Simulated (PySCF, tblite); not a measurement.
# C₂H₁₃OPSi₃: geometry, infrared bands and NMR shifts

What infrared bands and NMR shifts should C₂H₁₃OPSi₃ (`C[SiH2][Si@@](C)(O)[SiH2]P`) show?

Computed with tblite 0.8.0 and PySCF 2.14.0, with density-fitted response routines of our own, on a single molecule in the gas phase. Atoms are numbered from 0 throughout.

**1. The molecule as given**

20 atoms, charge 0, multiplicity 1; geometry from: force field or distance geometry start.

Bonds of the start (Å): C0–Si1 1.86, Si1–Si2 2.22, Si2–C3 1.85, Si2–O4 1.73, Si2–Si5 2.19, Si5–P6 2.20, C0–H7 1.11, C0–H8 1.10, C0–H9 1.11, Si1–H10 1.46, Si1–H11 1.48, C3–H12 1.12, C3–H13 1.12, C3–H14 1.12, O4–H15 0.97, Si5–H16 1.48, Si5–H17 1.47, P6–H18 1.46, P6–H19 1.47.

**2. Optimising the geometry with GFN2-xTB**

The job: settings as JSON, then the geometry in Å.

```
{"job": {"kind": "relax", "xc": "GFN2-xTB", "basis": "xTB"}, "charge": 0, "multiplicity": 1}
C     -2.353700     1.864800    -0.352200
Si    -1.113500     1.070700     0.790600
Si    -0.109000    -0.559300    -0.342800
C     -0.685100    -2.167100     0.369200
O     -0.737200    -0.522400    -1.954500
Si     2.067700    -0.355300    -0.494700
P      3.050300     0.263000     1.369500
H     -2.721800     1.034700    -0.998600
H     -1.838400     2.564300    -1.026900
H     -3.217500     2.292600     0.189600
H     -0.176700     2.068500     1.304600
H     -1.900900     0.534400     1.929600
H     -0.691900    -2.143900     1.488400
H     -0.137200    -3.051200    -0.042700
H     -1.749200    -2.287200     0.045600
H     -0.290000    -1.189600    -2.495600
H      2.686500    -1.616600    -0.945100
H      2.360100     0.677500    -1.497600
H      3.107800     1.720300     1.369700
H      4.444400    -0.187700     1.290900
```

The run is started by

```sh
$ OMP_NUM_THREADS=1 python probes_run.py task.json out
```

One launch serves the whole session: the jobs run in the order shown.

**Question.** This job is followed by: GFN2-xTB harmonic vibrations, gas phase; GIAO PBE0/pcSseg-1 NMR shielding, non-relativistic, gas phase. Predict these results of the whole session: strongest single infrared mode (GFN2-xTB); zero-point energy (GFN2-xTB); 13C shifts against TMS (PBE0/pcSseg-1); 1H shifts against TMS (PBE0/pcSseg-1, means over atoms taken as alike); 29Si shifts against TMS (PBE0/pcSseg-1); 17O shifts against H2O (PBE0/pcSseg-1); 31P shifts against H3PO4 (PBE0/pcSseg-1).

The runs gave:

| quantity | value |
| --- | --- |
| strongest single infrared mode (GFN2-xTB) | 2155 cm⁻¹, 566 km/mol |
| zero-point energy (GFN2-xTB) | 86.2 kcal/mol |
| 13C shifts against TMS (PBE0/pcSseg-1) | 6.1, -10.2 ppm |
| 1H shifts against TMS (PBE0/pcSseg-1, means over atoms taken as alike) | 4.19, 3.92, 3.92, 3.86, 0.83, 0.56, 0.43, 0.37 ppm |
| 29Si shifts against TMS (PBE0/pcSseg-1) | 8.1, -75.7, -97.7 ppm |
| 17O shifts against H2O (PBE0/pcSseg-1) | 23.6 ppm |
| 31P shifts against H3PO4 (PBE0/pcSseg-1) | -318.5 ppm |

Over 223 steps the energy fell by 1.154 eV; of the close pairs, Si2–Si5 changed most, 2.192 to 2.338 Å. The lowest mode is slightly imaginary (14i cm⁻¹), a soft motion within the noise of the Hessian, so the minimum is not strictly shown. The strongest single mode, at 2155 cm⁻¹, moves mainly H10. GFN2-xTB is a fitted tight-binding method: band positions and strengths are rough. Its intensities can rank the bands wrongly. At PBE0/pcSseg-1: The largest span, 146 ppm, is at P6, where the paramagnetic term is -331 ppm.
